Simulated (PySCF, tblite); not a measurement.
**C₄H₅F₃O₂+ (doublet): geometry, infrared bands and EPR parameters**

Wanted: the infrared bands and EPR parameters of C₄H₅F₃O₂+ (doublet) (`CC(=[O+])COC(F)(F)F`), by calculation.

Computed with tblite 0.8.0 and PySCF 2.14.0, with density-fitted response routines of our own, on a single molecule in the gas phase. Atoms count from 0, in the outputs and in this text.

### 1 The starting structure

14 atoms, charge 1, multiplicity 2; geometry from: force field or distance geometry start.

Bonds of the start (Å): C0–C1 1.51, C1–O2 1.25, C1–C3 1.52, C3–O4 1.41, O4–C5 1.41, C5–F6 1.34, C5–F7 1.34, C5–F8 1.35, C0–H9 1.08, C0–H10 1.10, C0–H11 1.09, C3–H12 1.10, C3–H13 1.09.

### 2 Optimising the geometry with GFN2-xTB

Job settings and geometry (Å):

```
{"job": {"kind": "relax", "xc": "GFN2-xTB", "basis": "xTB"}, "charge": 1, "multiplicity": 2}
C      1.800700     0.634400     0.344600
C      1.005100    -0.557100    -0.130500
O      1.338700    -1.710100     0.201900
C     -0.179100    -0.288300    -1.048000
O     -1.137500     0.611500    -0.532600
C     -1.907800     0.040500     0.500000
F     -2.462600    -1.110800     0.096700
F     -2.873100     0.908300     0.848400
F     -1.119900    -0.181400     1.579100
H      2.180500     1.175900    -0.515300
H      1.146100     1.289800     0.937000
H      2.626300     0.306800     0.969000
H     -0.650800    -1.246900    -1.305400
H      0.232800     0.127000    -1.967200
```

On the command line:

```bash
$ OMP_NUM_THREADS=1 python probes_run.py task.json out
```

This one command runs all jobs of the session in turn.

**Question.** This job is followed by: GFN2-xTB harmonic vibrations, gas phase; UKS B3LYP, pcH-1 on C F H O, non-relativistic, mean-field spin-orbit, GIAO. Predict these results of the whole session: strongest single infrared mode (GFN2-xTB); zero-point energy (GFN2-xTB); g(iso) (B3LYP); ⟨S²⟩; largest a(iso) (averaged by class).

**Answer**, as computed:

| quantity | value |
| --- | --- |
| strongest single infrared mode (GFN2-xTB) | 1092 cm⁻¹, 409 km/mol |
| zero-point energy (GFN2-xTB) | 55.1 kcal/mol |
| g(iso) (B3LYP) | 2.00383 |
| ⟨S²⟩ | 0.755 (exact 0.75) |
| largest a(iso) (averaged by class) | 13C on C1, -65.9 MHz |

**Reading.** Relaxing lowered the energy by 0.549 eV in 170 steps; the close pair that moved most is C1–C3, from 1.522 to 1.656 Å. No mode is imaginary among the 36: a minimum at this level. The strongest single mode, at 1092 cm⁻¹, moves mainly C5. Unscaled tight-binding wavenumbers are off by several per cent, some by more. Its intensities can rank the bands wrongly. O2 carries the largest spin population, 0.50 e. The isotropic g lies 1.5 ppt above the free-electron value.
